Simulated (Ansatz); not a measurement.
# Co: the cost of one run

Computed with Ansatz 0.2.0 (DFT PBE, PAW, plane waves, scalar-relativistic, unless a step's input says otherwise).

## (1) Starting point

It takes space group P6_3/mmc (No. 194, hexagonal). Conventional cell: a = 2.505 Å, b = 2.505 Å, c = 4.089 Å, α = 90.00°, β = 90.00°, γ = 120.00°. Around Co (site symmetry -6m2) lie 12 Co at 2.50 to 2.51 Å.

As a file:

```cif
data_structure
_symmetry_space_group_name_H-M 'P 1'
_symmetry_Int_Tables_number 1
_cell_length_a 2.5054
_cell_length_b 2.5054
_cell_length_c 4.0893
_cell_angle_alpha 90.000
_cell_angle_beta 90.000
_cell_angle_gamma 120.000
_cell_volume 22.23
loop_
_atom_site_label
_atom_site_type_symbol
_atom_site_fract_x
_atom_site_fract_y
_atom_site_fract_z
_atom_site_occupancy
Co1 Co 0.33333 0.66667 0.25000 1
Co2 Co 0.66667 0.33333 0.75000 1
```

In tables a label like Co2 counts atoms in the order of input.yaml; a structure file may count by element.

The first starts: parallel moments, plain SCF; opposed moments +-, plain SCF; no spin polarisation; spin on, no moments given (the program may seed its own), plain SCF. Further starts follow from what these give.

A plain SCF has the search for lower states switched off and ends at the first converged state. 

Moments by site are taken inside atomic spheres; the rest lies between them.

## (2) Parallel moments, plain SCF

input.yaml reads:

```yaml
crystal:
  lattice:
    - [2.50539998, 0.0, 0.0]
    - [-1.25269999, 2.16974003, 0.0]
    - [0.0, 0.0, 4.0893]
  atoms:
    - { symbol: Co, position: [0.33333333, 0.66666667, 0.25], spin: 3.0 }
    - { symbol: Co, position: [0.66666667, 0.33333333, 0.75], spin: 3.0 }
magnetization:
  spin_polarized: true
hamiltonian:
  xc: pbe
  pseudopotentials: { kind: paw }
basis:
  ecutwfc: 420
kpoints:
  mp_grid: { grid: [11, 11, 6] }
scf:
  occupations: { method: fermi_dirac, width: 0.1 }
  lower_state_search: "off"
output:
  forces: true
  stress: true
```

Launch:

```
ansatz run input.yaml --threads 2 --pin off --max-ram 5120MiB --backend cpu --events-out ev --progress --plain --runs-dir out
```

What time and memory should one allow on 2 threads of Arm Neoverse V2, shared host?

About 1.8 s, with a peak of 0.3 GiB.
